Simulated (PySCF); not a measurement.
**C₃H₆F₂Ge: NMR shifts and electronic excitations at several levels of theory**

How much do the NMR shifts and electronic excitations of C₃H₆F₂Ge (`C=[C](CF)[GeH2][F]`) depend on the level of theory, and what does each level cost?

The runs use PySCF 2.14.0, with density-fitted response routines of our own; the level of theory stands in each step. All values are computed, except where a source is named. Atoms are numbered from 0 throughout.

### Step 1. The molecule as given

12 atoms, charge 0, multiplicity 1; geometry from: PBE0-D3(BJ)/def2-SVP.

Bonds of the start (Å): C0–C1 1.34, C1–C2 1.50, C2–F3 1.38, C1–Ge4 1.94, Ge4–F5 1.75, C0–H6 1.10, C0–H7 1.09, C2–H8 1.10, C2–H9 1.10, Ge4–H10 1.53, Ge4–H11 1.54.

### Step 2. Shielding tensors: PBE0/6-31G*

Job settings and geometry (Å):

```
{"job": {"kind": "nmr", "xc": "PBE0", "basis": "6-31G*", "pop": true}, "charge": 0, "multiplicity": 1}
C     -0.945096     1.455200     0.176892
C     -0.380387     0.250424     0.048468
C     -1.126624    -0.949128    -0.446658
F     -0.725295    -2.072950     0.239344
Ge     1.502988    -0.003942     0.445467
F      2.202717    -0.669015    -1.014066
H     -2.010025     1.618840    -0.030815
H     -0.372369     2.335834     0.484048
H     -0.904984    -1.110301    -1.516258
H     -2.216774    -0.827598    -0.325162
H      1.797193    -1.015956     1.558504
H      2.173415     1.359528     0.683250
```

Level: GIAO PBE0/6-31G* NMR shielding, non-relativistic, gas phase.

Run with:

```sh
$ OMP_NUM_THREADS=1 python probes_run.py task.json out
```

The driver reads the jobs from task.json and runs them one after another.

The program printed:

```text
coarse grid: 48392 points
cycle   1  E = -2393.6021778001  dE = -9.405e-02  |g| = 8.449e-01  |ddm| = 3.178e+00
cycle   2  E = -2393.4316523591  dE =  1.705e-01  |g| = 1.349e+00  |ddm| = 1.633e+00
cycle   3  E = -2393.7163709033  dE = -2.847e-01  |g| = 1.359e-01  |ddm| = 1.059e+00
cycle   4  E = -2393.7195714120  dE = -3.201e-03  |g| = 4.028e-02  |ddm| = 1.425e-01
cycle   5  E = -2393.7198370230  dE = -2.656e-04  |g| = 9.986e-03  |ddm| = 3.106e-02
cycle   6  E = -2393.7198559433  dE = -1.892e-05  |g| = 3.540e-03  |ddm| = 1.025e-02
cycle   7  E = -2393.7198588877  dE = -2.944e-06  |g| = 1.023e-03  |ddm| = 3.646e-03
final grid: 102104 points
cycle   8  E = -2393.7198100444  dE =  4.331e-07  |g| = 1.705e-03  |ddm| = 2.395e-03
cycle   9  E = -2393.7198085735  dE =  1.471e-06  |g| = 2.975e-03  |ddm| = 3.789e-03
cycle  10  E = -2393.7198107385  dE = -2.165e-06  |g| = 1.757e-04  |ddm| = 2.447e-03
cycle  11  E = -2393.7198107455  dE = -6.951e-09  |g| = 2.085e-05  |ddm| = 1.322e-04
cycle  12  E = -2393.7198107456  dE = -6.730e-11  |g| = 2.598e-06  |ddm| = 1.960e-05
converged SCF energy = -2393.7198107456

GIAO shielding tensors (ppm)
atom      isotropic    diamagn.    paramagn.     s11        s22        s33       span
  0 C       70.906     258.263    -187.357    -32.383     78.757    166.343    198.726
  1 C       49.627     247.936    -198.310    -43.778     36.456    156.202    199.981
  2 C      112.706     244.018    -131.313     82.845     98.213    157.059     74.214
  3 F      420.006     470.959     -50.954    378.301    415.548    466.168     87.867
  4 Ge    1508.772    2758.487   -1249.715   1430.222   1450.413   1645.680    215.458
  5 F      405.901     467.311     -61.410    385.660    395.056    436.987     51.327
  6 H       26.286      29.922      -3.636     23.571     25.378     29.909      6.338
  7 H       26.271      30.830      -4.559     23.071     24.795     30.947      7.876
  8 H       26.598      28.176      -1.578     24.046     26.121     29.628      5.582
  9 H       27.058      28.296      -1.238     23.036     27.397     30.741      7.705
 10 H       25.771      28.447      -2.675     20.434     20.584     36.295     15.860
 11 H       26.182      28.936      -2.754     20.015     21.916     36.615     16.600
```

It took 12 s on 1 thread of Arm Neoverse V2, shared host; peak memory 0.62 GiB.

The references, computed at this level on geometries of the same kind, shield at (ppm): 1H TMS 31.96, 13C TMS 194.1, 19F CFCl3 198.9, 73Ge GeMe4 1541. Their shielding less the atom's gives the shift. The references are single molecules in the gas phase, so shifts against H2O, NH3, PH3, H3PO4 or CFCl3 are not on the usual liquid scales and can be off by tens of ppm. Atoms listed in one row are averaged.

| atoms | environment | σ (ppm) | δ (ppm) |
| --- | --- | --- | --- |
| C1 | fully substituted alkene carbon | 49.6 | 144.5 |
| C0 | terminal =CH2 carbon | 70.9 | 123.2 |
| C2 | allylic sp3 CH2 bonded to F | 112.7 | 81.4 |
| H10, H11 | hydrogen on a germanium bonded to C, F | 25.98 | 5.99 |
| H7 | hydrogen on a terminal =CH2 carbon | 26.27 | 5.69 |
| H6 | hydrogen on a terminal =CH2 carbon | 26.29 | 5.68 |
| H8, H9 | hydrogen on an allylic sp3 CH2 bonded to F | 26.83 | 5.13 |
| F5 | fluorine bonded to Ge | 405.9 | -207.0 |
| F3 | fluorine on an sp3 carbon | 420.0 | -221.1 |
| Ge4 | germanium bonded to C, F, 2 H | 1509 | 32 |

The run also stored atomic charges by several schemes (e):

| atoms | Mulliken | IAO | Hirshfeld | ESP fit |
| --- | --- | --- | --- | --- |
| C0 | -0.41 | -0.27 | -0.08 | -0.45 |
| C1 | 0.03 | -0.25 | -0.08 | 0.07 |
| C2 | 0.00 | 0.04 | 0.04 | -0.07 |
| F3 | -0.33 | -0.31 | -0.11 | -0.17 |
| Ge4 | 0.37 | 0.91 | 0.38 | 0.32 |
| F5 | -0.42 | -0.53 | -0.25 | -0.28 |

Mayer bond orders: C0–C1 1.88, C1–C2 0.98, C2–F3 0.87, C1–Ge4 0.94, Ge4–F5 0.91.

### Step 3. Nuclear shieldings: PBE0/def2-SVP

Same as in step 2 but for these lines:

```diff
@@ -1,2 +1,2 @@
-{"job": {"kind": "nmr", "xc": "PBE0", "basis": "6-31G*", "pop": true}, "charge": 0, "multiplicity": 1}
+{"job": {"kind": "nmr", "xc": "PBE0", "basis": "def2-SVP", "pop": true}, "charge": 0, "multiplicity": 1}
 C     -0.945096     1.455200     0.176892
```

Method: GIAO PBE0/def2-SVP NMR shielding, non-relativistic, gas phase.

The program printed:

```text
coarse grid: 48392 points
cycle   1  E = -2393.4048009874  dE = -1.506e-01  |g| = 8.201e-01  |ddm| = 3.490e+00
cycle   2  E = -2393.2402112349  dE =  1.646e-01  |g| = 1.311e+00  |ddm| = 1.755e+00
cycle   3  E = -2393.5136802744  dE = -2.735e-01  |g| = 1.317e-01  |ddm| = 1.150e+00
cycle   4  E = -2393.5166049061  dE = -2.925e-03  |g| = 4.232e-02  |ddm| = 1.467e-01
cycle   5  E = -2393.5169060846  dE = -3.012e-04  |g| = 9.747e-03  |ddm| = 3.571e-02
cycle   6  E = -2393.5169223713  dE = -1.629e-05  |g| = 3.909e-03  |ddm| = 1.134e-02
cycle   7  E = -2393.5169259354  dE = -3.564e-06  |g| = 1.003e-03  |ddm| = 4.149e-03
final grid: 102104 points
cycle   8  E = -2393.5168402280  dE =  4.115e-07  |g| = 1.676e-03  |ddm| = 2.522e-03
cycle   9  E = -2393.5168387764  dE =  1.452e-06  |g| = 2.938e-03  |ddm| = 3.952e-03
cycle  10  E = -2393.5168408979  dE = -2.122e-06  |g| = 1.650e-04  |ddm| = 2.565e-03
cycle  11  E = -2393.5168409035  dE = -5.653e-09  |g| = 1.636e-05  |ddm| = 1.365e-04
cycle  12  E = -2393.5168409036  dE = -4.866e-11  |g| = 4.414e-06  |ddm| = 1.845e-05
converged SCF energy = -2393.5168409036

GIAO shielding tensors (ppm)
atom      isotropic    diamagn.    paramagn.     s11        s22        s33       span
  0 C       67.329     252.826    -185.497    -39.146     73.114    168.019    207.164
  1 C       44.573     259.537    -214.964    -53.008     27.145    159.581    212.589
  2 C      112.005     242.393    -130.388     79.451     97.480    159.084     79.633
  3 F      423.697     471.493     -47.796    383.561    416.381    471.150     87.590
  4 Ge    1466.094    2753.996   -1287.902   1379.546   1414.304   1604.431    224.885
  5 F      417.709     469.728     -52.019    396.908    408.608    447.611     50.703
  6 H       25.524      30.660      -5.135     22.505     24.819     29.249      6.745
  7 H       25.732      31.424      -5.693     22.196     24.375     30.625      8.429
  8 H       26.157      28.807      -2.651     23.675     25.483     29.312      5.637
  9 H       26.629      28.891      -2.262     22.744     26.816     30.327      7.583
 10 H       25.622      28.302      -2.680     20.312     20.779     35.774     15.462
 11 H       26.078      28.899      -2.821     20.217     21.732     36.285     16.068
```

Wall time 14 s (1 thread of Arm Neoverse V2, shared host); peak memory 0.7 GiB.

Key values: δ C1 149.1, C0 126.4, C2 81.7, F5 -203.1, H6 5.82, H7 5.61 ppm.

### Step 4. NMR shieldings: PBE0/def2-TZVP

Same as in step 3 but for these lines:

```diff
@@ -1,2 +1,2 @@
-{"job": {"kind": "nmr", "xc": "PBE0", "basis": "def2-SVP", "pop": true}, "charge": 0, "multiplicity": 1}
+{"job": {"kind": "nmr", "xc": "PBE0", "basis": "def2-TZVP", "pop": true}, "charge": 0, "multiplicity": 1}
 C     -0.945096     1.455200     0.176892
```

Level: GIAO PBE0/def2-TZVP NMR shielding, non-relativistic, gas phase.

The program printed:

```text
coarse grid: 48392 points
cycle   1  E = -2394.0286842344  dE = -1.026e-01  |g| = 9.870e-01  |ddm| = 2.720e+00
cycle   2  E = -2393.8344600544  dE =  1.942e-01  |g| = 1.553e+00  |ddm| = 1.428e+00
cycle   3  E = -2394.1493599761  dE = -3.149e-01  |g| = 1.864e-01  |ddm| = 9.618e-01
cycle   4  E = -2394.1541438971  dE = -4.784e-03  |g| = 4.594e-02  |ddm| = 1.348e-01
cycle   5  E = -2394.1544258657  dE = -2.820e-04  |g| = 1.080e-02  |ddm| = 3.048e-02
cycle   6  E = -2394.1544414807  dE = -1.561e-05  |g| = 4.644e-03  |ddm| = 9.134e-03
cycle   7  E = -2394.1544458415  dE = -4.361e-06  |g| = 8.970e-04  |ddm| = 3.426e-03
final grid: 102104 points
cycle   8  E = -2394.1543800959  dE =  2.363e-07  |g| = 1.564e-03  |ddm| = 3.075e-03
cycle   9  E = -2394.1543787907  dE =  1.305e-06  |g| = 2.802e-03  |ddm| = 2.633e-03
cycle  10  E = -2394.1543806736  dE = -1.883e-06  |g| = 1.402e-04  |ddm| = 1.695e-03
cycle  11  E = -2394.1543806779  dE = -4.286e-09  |g| = 2.018e-05  |ddm| = 9.703e-05
cycle  12  E = -2394.1543806779  dE = -5.821e-11  |g| = 8.895e-06  |ddm| = 1.815e-05
converged SCF energy = -2394.1543806779

GIAO shielding tensors (ppm)
atom      isotropic    diamagn.    paramagn.     s11        s22        s33       span
  0 C       55.096     255.328    -200.232    -58.675     64.218    159.743    218.418
  1 C       27.812     254.839    -227.028    -77.626     11.845    149.216    226.842
  2 C       98.455     240.326    -141.870     64.359     83.228    147.778     83.419
  3 F      406.895     468.070     -61.175    367.417    393.707    459.562     92.144
  4 Ge    1364.514    2758.862   -1394.347   1280.282   1300.293   1512.968    232.686
  5 F      420.796     470.153     -49.358    391.539    419.034    451.814     60.275
  6 H       25.375      30.551      -5.176     22.410     24.659     29.054      6.644
  7 H       25.630      31.072      -5.443     22.122     24.347     30.420      8.298
  8 H       26.177      29.038      -2.861     23.597     25.941     28.994      5.397
  9 H       26.516      29.264      -2.748     22.770     26.749     30.030      7.260
 10 H       25.510      27.616      -2.106     20.461     20.667     35.402     14.941
 11 H       25.959      28.135      -2.176     20.172     21.771     35.934     15.762
```

It took 36 s on 1 thread of Arm Neoverse V2, shared host; peak memory 1 GiB.

Key values: δ C1 158.8, C0 131.6, C2 88.2, F3 -228.0, H6 6.11, H7 5.85 ppm.

### Step 5. Nuclear shieldings: PBE0/cc-pVDZ

Same as in step 4 but for these lines:

```diff
@@ -1,2 +1,2 @@
-{"job": {"kind": "nmr", "xc": "PBE0", "basis": "def2-TZVP", "pop": true}, "charge": 0, "multiplicity": 1}
+{"job": {"kind": "nmr", "xc": "PBE0", "basis": "cc-pVDZ", "pop": true}, "charge": 0, "multiplicity": 1}
 C     -0.945096     1.455200     0.176892
```

Method: GIAO PBE0/cc-pVDZ NMR shielding, non-relativistic, gas phase.

The program printed:

```text
coarse grid: 48392 points
cycle   1  E = -2393.8927090456  dE = -5.811e-02  |g| = 7.628e-01  |ddm| = 6.130e+00
cycle   2  E = -2393.7358567780  dE =  1.569e-01  |g| = 1.245e+00  |ddm| = 2.940e+00
cycle   3  E = -2393.9961050064  dE = -2.602e-01  |g| = 1.167e-01  |ddm| = 1.760e+00
cycle   4  E = -2393.9985523846  dE = -2.447e-03  |g| = 4.491e-02  |ddm| = 2.334e-01
cycle   5  E = -2393.9989313964  dE = -3.790e-04  |g| = 9.922e-03  |ddm| = 6.679e-02
cycle   6  E = -2393.9989488856  dE = -1.749e-05  |g| = 3.889e-03  |ddm| = 2.177e-02
cycle   7  E = -2393.9989527439  dE = -3.858e-06  |g| = 1.082e-03  |ddm| = 6.685e-03
final grid: 102104 points
cycle   8  E = -2393.9988890547  dE =  4.674e-07  |g| = 1.801e-03  |ddm| = 4.307e-03
cycle   9  E = -2393.9988873341  dE =  1.721e-06  |g| = 3.173e-03  |ddm| = 6.696e-03
cycle  10  E = -2393.9988898452  dE = -2.511e-06  |g| = 1.685e-04  |ddm| = 4.269e-03
cycle  11  E = -2393.9988898517  dE = -6.514e-09  |g| = 2.824e-05  |ddm| = 3.125e-04
cycle  12  E = -2393.9988898518  dE = -1.382e-10  |g| = 4.514e-06  |ddm| = 4.556e-05
converged SCF energy = -2393.9988898518

GIAO shielding tensors (ppm)
atom      isotropic    diamagn.    paramagn.     s11        s22        s33       span
  0 C       70.450     255.496    -185.047    -36.402     78.128    169.623    206.025
  1 C       45.333     254.148    -208.815    -50.994     29.269    157.725    208.719
  2 C      114.247     244.321    -130.074     81.624    100.085    161.033     79.408
  3 F      417.644     471.389     -53.745    375.739    413.148    464.045     88.305
  4 Ge    1540.936    2755.988   -1215.052   1455.831   1484.868   1682.107    226.277
  5 F      422.994     468.467     -45.473    395.419    416.884    456.678     61.259
  6 H       25.398      30.533      -5.135     22.444     24.651     29.098      6.654
  7 H       25.598      31.370      -5.772     22.113     24.227     30.454      8.341
  8 H       26.007      29.132      -3.125     23.436     25.485     29.099      5.663
  9 H       26.469      29.017      -2.548     22.610     26.654     30.143      7.533
 10 H       25.552      28.594      -3.042     20.204     20.632     35.818     15.614
 11 H       26.005      29.090      -3.085     20.058     21.646     36.312     16.254
```

Wall time 15 s (1 thread of Arm Neoverse V2, shared host); peak memory 0.75 GiB.

Key values: δ C1 151.4, C0 126.3, C2 82.5, F3 -216.7, H6 5.89, H7 5.69 ppm.

### Step 6. Shielding tensors: PBE0/cc-pVTZ

Same as in step 5 but for these lines:

```diff
@@ -1,2 +1,2 @@
-{"job": {"kind": "nmr", "xc": "PBE0", "basis": "cc-pVDZ", "pop": true}, "charge": 0, "multiplicity": 1}
+{"job": {"kind": "nmr", "xc": "PBE0", "basis": "cc-pVTZ", "pop": true}, "charge": 0, "multiplicity": 1}
 C     -0.945096     1.455200     0.176892
```

With the program's defaults for keys left out, this is: GIAO PBE0/cc-pVTZ NMR shielding, non-relativistic, gas phase.

The program printed:

```text
coarse grid: 48392 points
cycle   1  E = -2394.0625796454  dE = -1.034e-01  |g| = 8.663e-01  |ddm| = 6.471e+00
cycle   2  E = -2393.8876873595  dE =  1.749e-01  |g| = 1.401e+00  |ddm| = 2.278e+00
cycle   3  E = -2394.1734910969  dE = -2.858e-01  |g| = 1.587e-01  |ddm| = 1.411e+00
cycle   4  E = -2394.1771589764  dE = -3.668e-03  |g| = 4.546e-02  |ddm| = 2.274e-01
cycle   5  E = -2394.1774711870  dE = -3.122e-04  |g| = 1.325e-02  |ddm| = 6.238e-02
cycle   6  E = -2394.1774948895  dE = -2.370e-05  |g| = 4.111e-03  |ddm| = 1.909e-02
cycle   7  E = -2394.1774982185  dE = -3.329e-06  |g| = 1.234e-03  |ddm| = 6.266e-03
final grid: 102104 points
cycle   8  E = -2394.1775587618  dE =  5.633e-07  |g| = 2.114e-03  |ddm| = 5.519e-03
cycle   9  E = -2394.1775563875  dE =  2.374e-06  |g| = 3.750e-03  |ddm| = 7.534e-03
cycle  10  E = -2394.1775598475  dE = -3.460e-06  |g| = 2.204e-04  |ddm| = 4.833e-03
cycle  11  E = -2394.1775598590  dE = -1.155e-08  |g| = 2.868e-05  |ddm| = 3.289e-04
cycle  12  E = -2394.1775598592  dE = -1.219e-10  |g| = 9.487e-06  |ddm| = 3.696e-05
converged SCF energy = -2394.1775598592

GIAO shielding tensors (ppm)
atom      isotropic    diamagn.    paramagn.     s11        s22        s33       span
  0 C       56.430     253.613    -197.182    -56.269     65.940    159.620    215.889
  1 C       30.271     250.792    -220.522    -74.642     14.711    150.743    225.386
  2 C       99.749     237.737    -137.988     66.325     84.657    148.264     81.939
  3 F      409.593     470.278     -60.685    370.726    397.749    460.303     89.577
  4 Ge    1402.341    2756.091   -1353.750   1319.653   1335.898   1551.473    231.821
  5 F      419.042     467.600     -48.558    396.674    409.457    450.996     54.321
  6 H       25.211      30.338      -5.127     22.260     24.446     28.927      6.667
  7 H       25.430      30.935      -5.505     21.926     24.098     30.266      8.340
  8 H       25.970      28.897      -2.927     23.386     25.662     28.863      5.477
  9 H       26.333      29.117      -2.784     22.558     26.541     29.900      7.341
 10 H       25.500      28.478      -2.978     20.433     20.685     35.383     14.949
 11 H       25.929      28.884      -2.955     20.159     21.742     35.885     15.726
```

Run time: 47 s. Hardware: 1 thread of Arm Neoverse V2, shared host; peak memory 1.1 GiB.

In short: δ C1 157.0, C0 130.9, C2 87.5, F3 -227.0, H6 6.08, H7 5.86 ppm.

### Step 7. Shielding tensors: PBE0/aug-cc-pVDZ

Same as in step 6 but for these lines:

```diff
@@ -1,2 +1,2 @@
-{"job": {"kind": "nmr", "xc": "PBE0", "basis": "cc-pVTZ", "pop": true}, "charge": 0, "multiplicity": 1}
+{"job": {"kind": "nmr", "xc": "PBE0", "basis": "aug-cc-pVDZ", "pop": true}, "charge": 0, "multiplicity": 1}
 C     -0.945096     1.455200     0.176892
```

Method: GIAO PBE0/aug-cc-pVDZ NMR shielding, non-relativistic, gas phase.

The program printed:

```text
coarse grid: 48392 points
cycle   1  E = -2393.9404865029  dE = -8.437e-02  |g| = 6.980e-01  |ddm| = 9.355e+00
cycle   2  E = -2393.8001733605  dE =  1.403e-01  |g| = 1.168e+00  |ddm| = 3.132e+00
cycle   3  E = -2394.0286219474  dE = -2.284e-01  |g| = 1.123e-01  |ddm| = 1.660e+00
cycle   4  E = -2394.0308926214  dE = -2.271e-03  |g| = 4.067e-02  |ddm| = 3.362e-01
cycle   5  E = -2394.0312141090  dE = -3.215e-04  |g| = 9.913e-03  |ddm| = 9.918e-02
cycle   6  E = -2394.0312291149  dE = -1.501e-05  |g| = 3.409e-03  |ddm| = 2.888e-02
cycle   7  E = -2394.0312318078  dE = -2.693e-06  |g| = 7.425e-04  |ddm| = 8.019e-03
final grid: 102104 points
cycle   8  E = -2394.0311700494  dE =  1.060e-07  |g| = 1.115e-03  |ddm| = 1.059e-02
cycle   9  E = -2394.0311693985  dE =  6.509e-07  |g| = 1.920e-03  |ddm| = 6.180e-03
cycle  10  E = -2394.0311703703  dE = -9.718e-07  |g| = 1.441e-04  |ddm| = 3.718e-03
cycle  11  E = -2394.0311703757  dE = -5.393e-09  |g| = 1.846e-05  |ddm| = 4.416e-04
cycle  12  E = -2394.0311703758  dE = -7.685e-11  |g| = 4.935e-06  |ddm| = 5.975e-05
converged SCF energy = -2394.0311703758

GIAO shielding tensors (ppm)
atom      isotropic    diamagn.    paramagn.     s11        s22        s33       span
  0 C       70.292     222.723    -152.431    -35.538     77.094    169.320    204.858
  1 C       43.157     196.535    -153.379    -54.116     26.750    156.836    210.952
  2 C      111.956     220.618    -108.662     78.430     98.034    159.402     80.972
  3 F      409.613     473.749     -64.135    374.685    395.713    458.442     83.758
  4 Ge    1519.977    2758.365   -1238.389   1434.634   1460.426   1664.869    230.235
  5 F      425.686     473.218     -47.532    395.877    423.948    457.232     61.356
  6 H       25.175      36.428     -11.253     22.214     24.486     28.824      6.610
  7 H       25.472      33.027      -7.554     21.994     24.195     30.227      8.232
  8 H       25.964      27.018      -1.054     23.428     25.648     28.817      5.389
  9 H       26.372      30.713      -4.341     22.641     26.545     29.931      7.289
 10 H       25.339      26.400      -1.061     20.234     20.392     35.390     15.156
 11 H       25.803      27.789      -1.986     19.910     21.608     35.891     15.981
```

It took 30 s on 1 thread of Arm Neoverse V2, shared host; peak memory 0.96 GiB.

Key values: δ C1 152.0, C0 124.8, C2 83.2, F3 -215.5, H6 6.22, H7 5.92 ppm.

### Step 8. Shielding tensors: PBE0/pcSseg-0

Same as in step 7 but for these lines:

```diff
@@ -1,2 +1,2 @@
-{"job": {"kind": "nmr", "xc": "PBE0", "basis": "aug-cc-pVDZ", "pop": true}, "charge": 0, "multiplicity": 1}
+{"job": {"kind": "nmr", "xc": "PBE0", "basis": "pcSseg-0", "pop": true}, "charge": 0, "multiplicity": 1}
 C     -0.945096     1.455200     0.176892
```

Level: GIAO PBE0/pcSseg-0 NMR shielding, non-relativistic, gas phase.

The program printed:

```text
coarse grid: 48392 points
cycle   1  E = -2390.8213139411  dE = -6.219e-01  |g| = 6.998e-01  |ddm| = 3.485e+00
cycle   2  E = -2390.7078387504  dE =  1.135e-01  |g| = 1.117e+00  |ddm| = 1.916e+00
cycle   3  E = -2390.9078573299  dE = -2.000e-01  |g| = 9.955e-02  |ddm| = 1.225e+00
cycle   4  E = -2390.9095410108  dE = -1.684e-03  |g| = 4.006e-02  |ddm| = 1.462e-01
cycle   5  E = -2390.9098040870  dE = -2.631e-04  |g| = 8.483e-03  |ddm| = 3.670e-02
cycle   6  E = -2390.9098175585  dE = -1.347e-05  |g| = 3.084e-03  |ddm| = 1.164e-02
cycle   7  E = -2390.9098198605  dE = -2.302e-06  |g| = 9.824e-04  |ddm| = 3.786e-03
final grid: 102104 points
cycle   8  E = -2390.9097260864  dE =  3.915e-07  |g| = 1.668e-03  |ddm| = 2.797e-03
cycle   9  E = -2390.9097247438  dE =  1.343e-06  |g| = 2.864e-03  |ddm| = 4.484e-03
cycle  10  E = -2390.9097267341  dE = -1.990e-06  |g| = 1.629e-04  |ddm| = 2.920e-03
cycle  11  E = -2390.9097267397  dE = -5.599e-09  |g| = 1.813e-05  |ddm| = 1.639e-04
cycle  12  E = -2390.9097267398  dE = -7.458e-11  |g| = 3.474e-06  |ddm| = 2.369e-05
converged SCF energy = -2390.9097267398

GIAO shielding tensors (ppm)
atom      isotropic    diamagn.    paramagn.     s11        s22        s33       span
  0 C       51.261     256.302    -205.041    -68.330     58.803    163.311    231.641
  1 C       37.611     267.205    -229.593    -70.636     25.222    158.248    228.885
  2 C      102.683     243.959    -141.276     68.192     88.670    151.188     82.996
  3 F      435.820     472.572     -36.752    375.572    427.195    504.694    129.122
  4 Ge    1508.209    2744.146   -1235.937   1408.344   1442.712   1673.570    265.226
  5 F      455.320     468.438     -13.119    360.513    461.847    543.599    183.086
  6 H       26.466      30.238      -3.772     23.402     25.916     30.081      6.679
  7 H       26.760      30.600      -3.840     23.241     25.742     31.297      8.056
  8 H       27.331      28.223      -0.892     24.463     26.750     30.781      6.317
  9 H       27.590      29.148      -1.558     23.351     27.912     31.506      8.155
 10 H       26.353      27.603      -1.250     20.842     21.349     36.867     16.025
 11 H       26.637      28.368      -1.731     20.326     22.430     37.155     16.830
```

Run time: 7.4 s. Hardware: 1 thread of Arm Neoverse V2, shared host; peak memory 0.49 GiB.

This run: δ C1 155.9, C0 142.3, C2 90.8, F3 -257.5, H6 6.37, H10 6.34 ppm (means over like atoms).

(Part 1 of 2 ends here.)
